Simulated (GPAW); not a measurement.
**BCl2O (SMILES [O]B(Cl)Cl) at UPBE/real-space grid (scalar-relativistic datasets, dataset choice {'Cl': 'v3'})**

We compute the energies of several spin states of BCl2O. The job is set up through an ASE script.

Program for the calculation: GPAW 26.7.0.

2 further runs of the same task are left out: 1 that didn't finish, 1 set aside as unsound or not needed.

**1. The system as given**

BCl2O: 4 atoms, total charge 0, spin state doublet. SMILES: `[O]B(Cl)Cl`. The coordinates come from a PBE0-D4/def2-TZVP relaxation.

Bond lengths: O1–B2 1.328 Å, B2–Cl3 1.744 Å, B2–Cl4 1.744 Å. Angles: O1–B2–Cl3 117.7°, O1–B2–Cl4 117.7°, Cl3–B2–Cl4 124.6°.

**2. The energies of several spin states at UPBE/real-space grid (scalar-relativistic datasets, dataset choice {'Cl': 'v3'})**

Input file bcl2o.sdf:

```

     RDKit          3D

  4  3  0  0  0  0  0  0  0  0999 V2000
    0.1593   -1.1731   -0.7801 O   0  0  0  0  0  1  0  0  0  0  0  0
    0.0215   -0.0757   -0.0457 B   0  0  0  0  0  0  0  0  0  0  0  0
   -1.5142    0.1878    0.7378 Cl  0  0  0  0  0  0  0  0  0  0  0  0
    1.3889    1.0009    0.0677 Cl  0  0  0  0  0  0  0  0  0  0  0  0
  2  1  1  0
  3  2  1  0
  4  2  1  0
M  RAD  1   1   2
M  END
$$$$
```

Input file run.py:

```python
from ase.io import read
from gpaw import GPAW

# Structure
atoms = read('bcl2o.sdf')
atoms.center(vacuum=4.5)

energies = {}
for name, charge, unpaired in [('doublet', 0, 1), ('quartet', 0, 3)]:
    atoms.set_initial_magnetic_moments([unpaired / len(atoms)] * len(atoms))
    dft = GPAW(mode='fd',
               h=0.22,
               xc='PBE',
               charge=charge,
               occupations={'name': 'methfessel-paxton', 'width': 0.01, 'fixmagmom': unpaired > 0},
               maxiter=80,
               setups={'Cl': 'v3'},
               symmetry='off',
               txt='-')
    atoms.calc = dft
    energies[name] = atoms.get_potential_energy()
    print(f'{name:10} {energies[name]:12.5f} eV')

lowest = min(energies, key=energies.get)
for name, e in energies.items():
    print(f'{name:10} {e - energies[lowest]:8.3f} eV above the lowest')
```

On the command line:

```sh
$ python run.py
```

The log of the run:

```text
[...]
Number of symmetries: 1
[...]
  Number of IBZ points: 1
[...]
Spin-components: 2 (collinear spins)
Bands:           16
[...]
  Valence electrons: 23.0
[...]
  Grid points: [56 52 48]
  Charge: 0.0  # |e|
[...]
    cutoffs:
[...]
occupation numbers:
  Fixed magnetic moment: 1.000
[...]
xc functional:
  name: PBE with 2 nearest neighbor stencil
[...]
|iter     |     time |      energy | eigst |  dens |  magmom |
[...]
|iter:   1| 00:00:02 |  -20.469266 | +0.80 |       |  +0.9959|
[...]
Converged in 17 steps
[...]
dipole moment: (-0.026677, 0.212774, 0.142651)  # |e|*Ang
Total magnetic moment: (0.000000, 0.000000, 1.000000)
[...]
|iter:  22| 00:00:55 |  -12.604304c| -7.50c| -5.74c|  +3.0000|
Converged in 22 steps
[...]
Energy contributions relative to reference atoms: (reference = -27822.659914)
Energy contributions:
  Kinetic:          25.245492
  Coulomb:         -21.699887
  Zero:              1.137661
  External:          0.000000
  Xc:              -17.287570
  Entropy:          -0.000000
  Spinorbit:         0.000000
  ----------------------------
  Free energy:     -12.604304
  Extrapolated:    -12.604304
[...]
Total magnetic moment: (0.000000, 0.000000, 3.000000)
Local magnetic moments
|        x |        y |        z |
|----------|----------|----------|
| 0.000000 | 0.000000 | 0.766414 |  # O    0
| 0.000000 | 0.000000 | 0.152844 |  # B    1
| 0.000000 | 0.000000 | 0.347235 |  # Cl   2
| 0.000000 | 0.000000 | 0.347240 |  # Cl   3
Fermi levels: -1.280, -8.299
Eigenvalues  # (at kpt = [0.000, 0.000, 0.000])
| band index |      eig [eV] | occ [0-1] |      eig [eV] | occ [0-1] |
|------------|---------------|-----------|---------------|-----------|
|          0 |       -27.064 |     1.000 |       -25.158 |     1.000 |
|        ... |               |           |               |           |
|          4 |       -12.373 |     1.000 |       -11.423 |     1.000 |
|          5 |       -11.792 |     1.000 |       -11.064 |     1.000 |
|          6 |       -11.684 |     1.000 |        -9.834 |     1.000 |
|          7 |        -9.744 |     1.000 |        -8.814 |     1.000 |
|          8 |        -9.558 |     1.000 |        -8.626 |     1.000 |
|          9 |        -9.339 |     1.000 |        -8.445 |     1.000 |
|         10 |        -9.089 |     1.000 |        -8.096 |     0.000 |
|         11 |        -8.643 |     1.000 |        -7.534 |     0.000 |
|         12 |        -2.089 |     1.000 |        -0.306 |     0.000 |
|         13 |        -0.735 |     0.000 |        -0.233 |     0.000 |
[...]
Gap: 1.354 eV
Transition (v -> c):
  (s=0, k=0, n=12, [0.00, 0.00, 0.00]) -> (s=0, k=0, n=13, [0.00, 0.00, 0.00])
No difference between direct/indirect transitions
vacuum-level: 0.000  # V
quartet       -12.60430 eV
doublet       0.000 eV above the lowest
quartet       6.266 eV above the lowest
```

Run time: 55 s. Hardware: 1 thread of Intel Xeon 6975P-C (Granite Rapids), shared host; peak memory 0.79 GiB.
